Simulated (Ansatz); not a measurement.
# H4C7BrN: a short molecular-dynamics run

A trajectory of H4C7BrN, a randomly packed cell with 13 atoms that was not relaxed first: 60 steps of 0.25 fs at constant energy, with velocities drawn for 300 K.

Method: DFT PBE, plane waves, PAW, scalar-relativistic, no spin polarisation, in Ansatz 0.2.0.

The cell holds 13 atoms (C7H4BrN): a = 5.803 Å, b = 6.124 Å, c = 5.522 Å, α = 98.14°, β = 106.68°, γ = 98.51°.

Coordinates:

```xyz
13
Lattice="5.7156 -0.8768 -0.4831 -0.0703 6.0523 -0.9330 -1.1477 0.0286 5.4013" Properties=species:S:1:pos:R:3 pbc="T T T"
Br    3.4155    0.8045    2.4000
N     3.9018    4.3161    2.7309
C    -0.0603    3.4610    2.1169
C     4.8765    2.6661   -0.7837
C     4.8092    0.0735   -0.0758
H     3.0789    1.3372   -0.3179
H     1.8509    3.7848    4.0069
C     2.9074    3.2140    0.7309
C     0.5409    5.7077    4.0928
H     1.3360    1.9384    1.4974
H     1.3597    4.7018    0.5897
C     0.1346    2.3410    4.3942
C    -0.0447    5.9677    1.6170
```

The structure above is the start of the run; the results belong to its end.

| quantity | value |
| --- | --- |
| length | 60 steps of 0.25 fs |
| temperature, first and last step | 300 and 4710 K |
| temperature, second half | mean 2963 K, from 1254 to 4710 K |
| potential energy, second half | -318 meV/atom from the start |
| largest change of the total energy | 0.68 meV/atom |
| mean square displacement, second half | H 0.589, C 0.015, N 0.015, Br 0.001 Å² |

In words: The temperature starts at 300 K and averages 2963 K in the second half, where it still rises, from 1254 to 4710 K; the start was no minimum (force components up to 1.2 eV/Å), and the potential energy that it sheds (318 meV/atom) turns into motion. The total energy strays from its start by at most 0.68 meV/atom, 0.3 % of the mean kinetic energy, which is good for a step of 0.25 fs. Bonds change: the first event comes at 11.0 fs (H7–C8 forms). Over the second half H atoms stand 0.8 Å (root mean square) from where they began, and the farthest move is 1.6 Å. Settings off the usual here: scf.algorithm. 15 fs on 13 atoms is far too short and small for converged averages. The nuclei move classically, without zero-point motion, which matters most for hydrogen.

Which input would start the first run of this session?

The input that was used; it is not the only one that fits:

Input file input.yaml:

```yaml
crystal:
  lattice:
    - [5.715556, -0.876768, -0.483097]
    - [-0.070292, 6.052309, -0.932968]
    - [-1.147731, 0.028562, 5.401305]
  atoms:
    - { symbol: Br, position: [0.710531, 0.233264, 0.548178] }
    - { symbol: "N", position: [0.838297, 0.831157, 0.724139] }
    - { symbol: C, position: [0.09731, 0.583574, 0.50143] }
    - { symbol: C, position: [0.866195, 0.565842, 0.030109] }
    - { symbol: C, position: [0.86046, 0.136391, 0.08649] }
    - { symbol: H, position: [0.550886, 0.300543, 0.04232] }
    - { symbol: H, position: [0.514728, 0.695627, 0.908029] }
    - { symbol: C, position: [0.574976, 0.612947, 0.29262] }
    - { symbol: C, position: [0.298286, 0.981775, 0.954001] }
    - { symbol: H, position: [0.312109, 0.363752, 0.367979] }
    - { symbol: H, position: [0.303773, 0.819548, 0.277904] }
    - { symbol: C, position: [0.210095, 0.412969, 0.903669] }
    - { symbol: C, position: [0.101015, 0.998385, 0.480856] }
kpoints:
  mp_grid: { grid: [3, 3, 3] }
magnetization:
  spin_polarized: false
scf:
  occupations: { method: fermi_dirac, width: 0.1 }
  algorithm: direct_min
hamiltonian:
  pseudopotentials: { kind: paw }
  xc: pbe
basis:
  ecutwfc: 420
md:
  timestep: 0.25
  n_steps: 60
  ensemble: nve
  temperature: 300.0
  initial_velocities: maxwell_boltzmann
  seed: 728980
```

Run with:

```sh
> ansatz run input.yaml --threads 2 --pin off --max-ram 2560MiB --backend cpu --events-out ev --progress --plain --runs-dir out
```
